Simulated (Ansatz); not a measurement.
**RPA@PBE/STO-3G run of InH2 (SMILES [InH2])**

Aim: the electronic atomisation energy of InH2 at RPA@PBE/STO-3G, from 3 runs. 

The results are computed with Ansatz 0.2.0.

## 1. The structure to begin with

InH2: 3 atoms, total charge 0, spin state doublet. As SMILES, `[InH2]`. Geometry: relaxed at PBE0-D4/def2-TZVP.

Bond lengths: In1–H2 1.758 Å, In1–H3 1.758 Å. Angles: H2–In1–H3 120.6°.

## 2. A single-point energy at RPA@PBE/STO-3G

run.yaml reads:

```yaml
crystal:
  periodic: [false, false, false]
  atoms:
    - {symbol: In, position_ang: [0.384600, -0.425400, 0.149800]}
    - {symbol: H, position_ang: [0.691300, 1.265400, 0.521600]}
    - {symbol: H, position_ang: [-1.086900, -0.904800, -0.684700]}
basis:
  gaussian:
    orbitals: STO-3G
hamiltonian:
  xc: pbe
magnetization:
  spin_polarized: true
  initial_magnetization: 1
accuracy: high
correlation:
  method: rpa
  frozen_orbitals: {H: 0, In: 18}
```

Run with:

```console
$ ansatz run run.yaml --threads 1 --pin off --max-ram 2610MiB --events-out events.jsonl --progress --plain --runs-dir runs
```

What it wrote:

```text
Warning: RAYON_NUM_THREADS=1 ignored (pool sized by the plan → 1); use --threads N
Functional definition: PBE
  name "PBE"
  parameter kappa = 0.804
  parameter beta = 0.06672455060314922
  exchange = pbe_x(kappa = kappa, mu = beta*pi^2/3)
  correlation = pbe_c(beta = beta)
499 factors; integrals over basis functions are off by at most 4.0e-9 eV
mean field evaluation 1: about -154703.0282 eV, gradient 1.8e1 eV
mean field evaluation 2: about -154703.0060 eV, gradient 1.8e1 eV
mean field evaluation 4: about -154706.2396 eV, gradient 1.8e0 eV
mean field evaluation 8: about -154706.2837 eV, gradient 2.1e-3 eV
mean field evaluation 16: about -154706.2837 eV, gradient 6.3e-9 eV
mean field -154706.28368834 eV, -5685.3510618610 hartree, gradient 4.5e-9 eV, S^2 0.750288; 0 other end points of the search recorded, 0 dependent functions left out
18 core orbitals not correlated: weight in the atoms' cores, before any rotation towards them, 1.000 or more for the frozen orbitals, at most 0.000 for the correlated occupied ones
reference -154667.77505941 eV, -5683.9358958499 hartree; 8, 7 occupied and 3, 4 virtual orbitals, 499 factors
Total energy: -154669.94011787 eV, -5684.0154602807 hartree
```

Wall time 1.8 s (1 thread of Arm Neoverse V2, shared host); peak memory 0.12 GiB.

## 3. The H atom, same level

job.yaml reads:

```yaml
crystal:
  periodic: [false, false, false]
  atoms:
    - symbol: H
      position_ang: [0.000000, 0.000000, 0.000000]
basis:
  gaussian:
    orbitals: STO-3G
magnetization:
  spin_polarized: true
  initial_magnetization: 1
hamiltonian:
  xc: {name: PBE}
correlation:
  method: rpa
  frozen_orbitals: {H: 0}
accuracy: high
```

Run the same way, it converges to -0.46658 Eh (log not shown).

## 4. The In atom

input.yaml reads:

```yaml
crystal:
  periodic: [false, false, false]
  atoms:
    - {symbol: In, position_ang: [0.000000, 0.000000, 0.000000]}
basis:
  gaussian: {orbitals: STO-3G}
magnetization: {spin_polarized: true, initial_magnetization: 1}
hamiltonian: {xc: pbe}
correlation: {method: rpa, frozen_orbitals: {In: 18}}
accuracy: high
```

Run with:

```console
$ ansatz run input.yaml --threads 1 --pin off --max-ram 2610MiB --events-out events.jsonl --progress --plain --runs-dir runs
```

What it wrote, cut to the lines that bear on the results:

```text
Warning: RAYON_NUM_THREADS=1 ignored (pool sized by the plan → 1); use --threads N
Functional definition: PBE
  name "PBE"
[...]
251 factors; integrals over basis functions are off by at most 4.7e-9 eV
[...]
mean field -154672.53779491 eV, -5684.1109231515 hartree, gradient 1.0e-8 eV, S^2 0.750000; 3 other end points of the search recorded, 0 dependent functions left out
18 core orbitals not correlated: weight in the atoms' cores, before any rotation towards them, 1.000 or more for the frozen orbitals, at most 0.000 for the correlated occupied ones
reference -154636.17481771 eV, -5682.7746083868 hartree; 7, 6 occupied and 2, 3 virtual orbitals, 251 factors
Total energy: -154637.89450264 eV, -5682.8378056424 hartree
```

It took 2 s on 1 thread of Arm Neoverse V2, shared host; peak memory 0.1 GiB.

## 5. Results

Level: RPA@PBE/STO-3G, 18 core orbitals frozen.

| quantity | value |
| --- | --- |
| molecule: total energy | -5684.01546 Eh |
| molecule: RPA correlation energy (valence) | -79.6 mEh |
| molecule: ⟨S²⟩ of the reference determinant | 0.750 |
| H atom: total energy | -0.46658 Eh |
| H atom: RPA correlation energy | 0.0 mEh |
| H atom: ⟨S²⟩ of the reference determinant | 0.750 |
| In atom: total energy | -5682.83781 Eh |
| In atom: RPA correlation energy (valence) | -63.2 mEh |
| In atom: ⟨S²⟩ of the reference determinant | 0.750 |
| electronic atomisation energy | 6.653 eV |

Taking the molecule apart into free atoms costs 6.65 eV (642 kJ/mol), before zero-point energy and without spin-orbit coupling. In a minimal basis such a difference can be off by several eV, whatever the method. Relativity is left out (molecule) although the molecule holds a heavy atom. Relativity is left out (In atom) although the molecule holds a heavy atom.
